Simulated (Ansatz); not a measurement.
# C4H11Al: the cost of one run

Method: UKS PBE0-D4/STO-3G, in Ansatz 0.2.0.

**1. Starting point**

Bond lengths (14 of 15 bonds, heavy atoms first): C1–C2 1.534 Å, C2–C3 1.568 Å, C3–C4 1.596 Å, C3–Al5 1.992 Å, C1–H6 1.098 Å, C1–H7 1.073 Å, C1–H8 1.142 Å, C2–H9 1.091 Å, C2–H10 1.131 Å, C3–H11 1.085 Å, C4–H12 1.125 Å, C4–H13 1.056 Å, C4–H14 1.044 Å, Al5–H15 1.595 Å. Angles (14 of 27 angles, heavy atoms first): C1–C2–C3 114.1°, C2–C3–C4 106.7°, C2–C3–Al5 112.4°, C4–C3–Al5 110.1°, C1–C2–H9 105.1°, C1–C2–H10 108.6°, C3–C2–H9 111.7°, C3–C2–H10 111.1°, C2–C1–H6 109.5°, C2–C1–H7 111.1°, C2–C1–H8 105.8°, C2–C3–H11 108.2°, C4–C3–H11 110.8°, Al5–C3–H11 108.6°.

As a file:

```xyz
16

C    -0.1428   -1.5234    1.3854
C     0.6572   -0.5624    0.4961
C    -0.1792    0.0815   -0.6638
C     0.8671    0.7307   -1.6785
Al   -1.4481    1.4690   -0.0059
H    -0.6633   -2.2572    0.7560
H     0.4799   -1.9591    2.1422
H    -0.9428   -0.8859    1.8922
H     1.4892   -1.1558    0.1132
H     1.1241    0.2327    1.1518
H    -0.7483   -0.7050   -1.1478
H     0.2285    1.1670   -2.4954
H     1.3557    1.5451   -1.2177
H     1.4487   -0.0352   -2.0836
H    -0.8394    2.8376    0.5433
H    -2.7095    0.9979    0.8569
```

**2. Relaxing the start**

Contents of input.yaml:

```yaml
crystal:
  periodic: [false, false, false]
  atoms:
    - { symbol: C, position_ang: [-0.1428, -1.5234, 1.3854] }
    - { symbol: C, position_ang: [0.6572, -0.5624, 0.4961] }
    - { symbol: C, position_ang: [-0.1792, 0.0815, -0.6638] }
    - { symbol: C, position_ang: [0.8671, 0.7307, -1.6785] }
    - { symbol: Al, position_ang: [-1.4481, 1.469, -0.0059] }
    - { symbol: H, position_ang: [-0.6633, -2.2572, 0.756] }
    - { symbol: H, position_ang: [0.4799, -1.9591, 2.1422] }
    - { symbol: H, position_ang: [-0.9428, -0.8859, 1.8922] }
    - { symbol: H, position_ang: [1.4892, -1.1558, 0.1132] }
    - { symbol: H, position_ang: [1.1241, 0.2327, 1.1518] }
    - { symbol: H, position_ang: [-0.7483, -0.705, -1.1478] }
    - { symbol: H, position_ang: [0.2285, 1.167, -2.4954] }
    - { symbol: H, position_ang: [1.3557, 1.5451, -1.2177] }
    - { symbol: H, position_ang: [1.4487, -0.0352, -2.0836] }
    - { symbol: H, position_ang: [-0.8394, 2.8376, 0.5433] }
    - { symbol: H, position_ang: [-2.7095, 0.9979, 0.8569] }
magnetization:
  spin_polarized: true
basis:
  gaussian: { orbitals: STO-3G }
hamiltonian:
  xc: pbe0
  dispersion: d4
relax:
  f_tol: 0.02
  max_steps: 40
```

The run is started by

```console
$ ansatz run input.yaml --threads 1 --pin off --max-ram 2048MiB --backend cpu --events-out ev --progress --plain --runs-dir out
```

What time and memory should one allow on 1 thread of an x86-64 CPU, shared host?

About 78 s, with a peak of 0.17 GiB.
